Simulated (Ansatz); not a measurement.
What does this script print? It uses the Python package of Ansatz (0.2.0).

`ch3nsn.xyz`
```text
6

C     0.15170   -1.25250    0.10560
N    -1.15430   -0.67840   -0.09170
Sn    0.14300    0.77380   -0.05030
H     0.77540   -2.09160    0.22320
H     0.24400    1.47370   -1.65370
H    -0.11770    1.71110    1.42070
```

`run_methods.py`
```python
# -*- coding: utf-8 -*-
"""One geometry of CH3NSn, method by method."""

from pathlib import Path
import warnings

import ansatz as az
import numpy as np


def main():
    warnings.simplefilter("ignore", az.DeckWarning)

    molecule = az.Crystal.molecule_from_extxyz("ch3nsn.xyz")

    base = molecule.calculation().basis(gaussian="def2-SVP")

    print("functional    E (Ha)        dipole (D)   HOMO (eV)  LUMO (eV)")
    for name in ["b3lyp", "r2scan", "pbe", "hse06"]:
        r = base.functional(name).forces().orbitals().run(threads=1, backend="cpu", runs_dir="runs").report
        lines = Path(r["orbitals_path"]).read_text().splitlines()
        field_of = lambda key: [line.split("=")[1].strip() for line in lines if line.startswith(key)]
        orbitals = [(27.211386 * float(e), s, float(n)) for e, s, n in zip(field_of("Ene="), field_of("Spin="), field_of("Occup="))]
        homo = max(e for e, _, n in orbitals if n > 0.5)
        lumo = min(e for e, _, n in orbitals if n < 0.5)
        dipole = 4.803205 * np.linalg.norm(r["charge_distribution"]["dipole_moment_e_ang"])
        print(f"{name:10s} {r['free_energy_ev'] / 27.211386246:14.6f} {dipole:9.3f} {homo:11.3f} {lumo:10.3f}")


if __name__ == "__main__":
    main()
```

Output of `python run_methods.py`:
```text
functional    E (Ha)        dipole (D)   HOMO (eV)  LUMO (eV)
b3lyp         -308.785982     2.134      -5.944     -1.857
r2scan        -308.739499     2.044      -5.284     -2.710
pbe           -308.602621     1.884      -5.049     -2.837
hse06         -308.599034     2.200      -5.776     -2.052
```

Caveats:
- Total energies depend on the basis set; only differences at equal settings carry meaning.
- The geometry is a force-field or estimated start, not a minimum of this method, and the basis set is short of its limit. A lower total doesn't mark the better method: functionals have no common bound, and MP2 and coupled cluster aren't variational.
- def2 sets replace the cores of elements past krypton by effective core potentials.
- b3lyp holds the VWN-RPA fit, as in Gaussian; the form of ORCA and Turbomole is b3lyp5.
- Levels such as HOMO and LUMO are orbital energies: with these approximate functionals they aren't the ionisation energy and electron affinity, and their gap isn't the fundamental gap.
- hse06 follows the composition of plane-wave codes, whose totals differ by tens of mHa, up to about 0.1 Ha, from the form usual in Gaussian-basis programs (wpbeh).
- It ran for 11 s on 1 thread of Arm Neoverse V2, with other jobs on the host, peak memory 0.21 GiB.

(A comment or docstring line of the script was reworded after the run, the code is as it ran; lines on the test bed's own set-up are left out of the output.)
